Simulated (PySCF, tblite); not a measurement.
# C₄H₉AlO: geometry, infrared bands and NMR shifts

What infrared bands and NMR shifts should C₄H₉AlO (`C[O+]1CC=[CH][AlH2-]1`) show?

Computed with tblite 0.8.0 and PySCF 2.14.0, with density-fitted response routines of our own, on a single molecule in the gas phase. Atoms count from 0, in the outputs and in this text.

## 1. The molecule as given

15 atoms, charge 0, multiplicity 1; geometry from: force field or distance geometry start.

Bonds of the start (Å): C0–O1 1.42, O1–C2 1.43, C2–C3 1.53, C3–C4 1.32, C4–Al5 1.88, Al5–O1 1.85, C0–H6 1.10, C0–H7 1.12, C0–H8 1.11, C2–H9 1.11, C2–H10 1.11, C3–H11 1.09, C4–H12 1.09, Al5–H13 1.60, Al5–H14 1.60.

## 2. Geometry optimisation with GFN2-xTB

What the job is given:

```
{"job": {"kind": "relax", "xc": "GFN2-xTB", "basis": "xTB"}, "charge": 0, "multiplicity": 1}
C      1.649100     0.308700    -0.686700
O      0.882000    -0.122400     0.424900
C      0.088000    -1.255600     0.071600
C     -1.364400    -0.867900    -0.219600
C     -1.807700     0.306900     0.196400
Al    -0.313700     1.197000     0.917600
H      2.385200    -0.462500    -0.971900
H      1.009700     0.536800    -1.571500
H      2.239100     1.213800    -0.426300
H      0.075400    -1.967500     0.923700
H      0.475000    -1.826400    -0.803700
H     -2.049000    -1.599500    -0.649300
H     -2.838900     0.644200     0.100800
H     -0.013800     2.574600     0.161800
H     -0.420500     1.327700     2.510200
```

Launch:

```console
$ OMP_NUM_THREADS=1 python probes_run.py task.json out
```

This one command runs all jobs of the session in turn.

**Question.** This job is followed by: GFN2-xTB harmonic vibrations, gas phase; GIAO PBE0/pcSseg-1 NMR shielding, non-relativistic, gas phase. What will the session give for the following? strongest single infrared mode (GFN2-xTB); zero-point energy (GFN2-xTB); 13C shifts against TMS (PBE0/pcSseg-1); 1H shifts against TMS (PBE0/pcSseg-1, means over atoms taken as alike); 17O shifts against H2O (PBE0/pcSseg-1); 27Al shifts against AlH4- (PBE0/pcSseg-1).

**Answer**, as computed:

| quantity | value |
| --- | --- |
| strongest single infrared mode (GFN2-xTB) | 1677 cm⁻¹, 478 km/mol |
| zero-point energy (GFN2-xTB) | 70.9 kcal/mol |
| 13C shifts against TMS (PBE0/pcSseg-1) | 154.5, 144.2, 84.0, 58.9 ppm |
| 1H shifts against TMS (PBE0/pcSseg-1, means over atoms taken as alike) | 7.01, 6.71, 4.59, 4.46, 3.92 ppm |
| 17O shifts against H2O (PBE0/pcSseg-1) | 6.7 ppm |
| 27Al shifts against AlH4- (PBE0/pcSseg-1) | 83.1 ppm |

In words: Relaxing lowered the energy by 0.978 eV in 119 steps; the close pair that moved most is C4–Al5, from 1.883 to 2.015 Å. No mode is imaginary among the 39: a minimum at this level. The strongest single mode, at 1677 cm⁻¹, moves mainly H14 and H13. Unscaled tight-binding wavenumbers are off by several per cent, some by more. Its intensities can rank the bands wrongly. At PBE0/pcSseg-1: The largest span, 267 ppm, is at C4, where the paramagnetic term is -224 ppm.
